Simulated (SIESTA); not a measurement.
Runs of SIESTA 5.4.2 on Mg. The cell holds a slab with vacuum, 5 atoms: a = 3.209 Å, b = 3.209 Å, c = 25.421 Å, α = 90.00°, β = 90.00°, γ = 120.00°. 

```csv
potentials or basis,gap on the mesh (eV),largest force (eV/Å)
"PseudoDojo 0.4 standard (PBE files), DZP (energy shift 0.003 Ry; two zetas on semicore shells)",none,0.14
"PseudoDojo 0.4 standard (PBE files), TZDP (energy shift 0.003 Ry; two zetas on semicore shells)",none,(a)
"PseudoDojo 0.4 standard (PBE files), DZDP (energy shift 0.003 Ry; two zetas on semicore shells)",none,0.14
"PseudoDojo 0.4 standard (PBE files), SZP (energy shift 0.003 Ry)",none,0.27
"PseudoDojo 0.4 standard (PBE files), TZP (energy shift 0.003 Ry; two zetas on semicore shells)",none,0.10
```

Alike in all rows: task band structure; level PBE; no spin polarisation; cell as given; k mesh 10 × 10 × 1; smearing fermi-dirac 0.05 eV; grid cutoff 800 Ry; energy shift 0.003 Ry.

Problem. Estimate the missing entries.

Solution. (a) 0.09.

Caveats: the basis of atomic orbitals isn't converged, which shifts pressures, moduli and gaps.

A gap of «none» marks a metal or a gap under the smearing width.
